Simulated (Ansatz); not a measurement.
# CH5FOSn: basis-set convergence

One table from this session's results is given with a row withheld; the runs are named, their logs left out.

Method: one geometry, several basis sets; program: Ansatz 0.2.0, Gaussian basis.

The runs, in order: PBE0-D4/def2-SVP; ωB97M-V/def2-SVP; PBE0-D4/def2-QZVPP; ωB97M-V/def2-QZVPP; the functionals' def2-TZVPP values are taken from earlier runs.

## The geometry

An earlier PBE0-D4 in a triple-zeta def2 set relaxation fixed the geometry. Sn takes the def2 core potential; no spin-orbit term is included.

SMILES `FC[O][SnH3]`, 9 atoms, charge 0, spin multiplicity 1.

Atoms are counted from 1 here; the program's logs count them from 0.

Bond lengths: F1–C2 1.398 Å, C2–O3 1.354 Å, C2–H5 1.100 Å, C2–H6 1.095 Å, O3–Sn4 1.991 Å, Sn4–H7 1.705 Å, Sn4–H8 1.700 Å, Sn4–H9 1.699 Å. Angles: F1–C2–O3 110.7°, F1–C2–H5 105.2°, F1–C2–H6 106.7°, O3–C2–H5 113.4°, O3–C2–H6 109.7°, H5–C2–H6 110.9°, C2–O3–Sn4 118.4°, O3–Sn4–H7 106.3°, O3–Sn4–H8 101.6°, O3–Sn4–H9 108.3°, H7–Sn4–H8 113.4°, H7–Sn4–H9 113.3°, H8–Sn4–H9 112.8°.

The first run:

Input file in.yaml:

```yaml
crystal:
  periodic: [false, false, false]
  atoms:
    - {symbol: F, position_ang: [-0.596847, 1.754227, 0.031540]}
    - {symbol: C, position_ang: [-1.291528, 0.566082, 0.277774]}
    - {symbol: O, position_ang: [-0.736035, -0.463401, -0.404966]}
    - {symbol: Sn, position_ang: [1.239317, -0.701519, -0.319738]}
    - {symbol: H, position_ang: [-1.258848, 0.433971, 1.369333]}
    - {symbol: H, position_ang: [-2.319121, 0.724557, -0.066123]}
    - {symbol: H, position_ang: [1.690147, -0.390322, 1.294837]}
    - {symbol: H, position_ang: [1.407831, -2.333090, -0.765294]}
    - {symbol: H, position_ang: [1.953484, 0.363093, -1.434363]}
basis:
  gaussian: {orbitals: def2-SVP}
hamiltonian: {xc: pbe0, dispersion: d4}
output: {orbitals: {seedname: orbitals}}
```

Among the steps run: PBE0-D4 in def2-SVP; ωB97M-V in def2-SVP; PBE0-D4 in def2-QZVPP; ωB97M-V in def2-QZVPP.

One table of the session follows, with a row left open; its other results are not shown here.

It belongs to the step «Density functionals: the series». 

```
functional       basis  HOMO (eV)
   PBE0-D4    def2-SVP      -7.84
   PBE0-D4  def2-TZVPP      -8.01
   PBE0-D4  def2-QZVPP          ?
   ωB97M-V    def2-SVP     -10.19
   ωB97M-V  def2-TZVPP     -10.38
   ωB97M-V  def2-QZVPP     -10.42
```

**Question.** Estimate the row for PBE0-D4, def2-QZVPP.

**Answer.** HOMO (eV): -8.05. In the column «HOMO (eV)» it lies between ωB97M-V, def2-SVP (-10.19) and PBE0-D4, def2-TZVPP (-8.01).
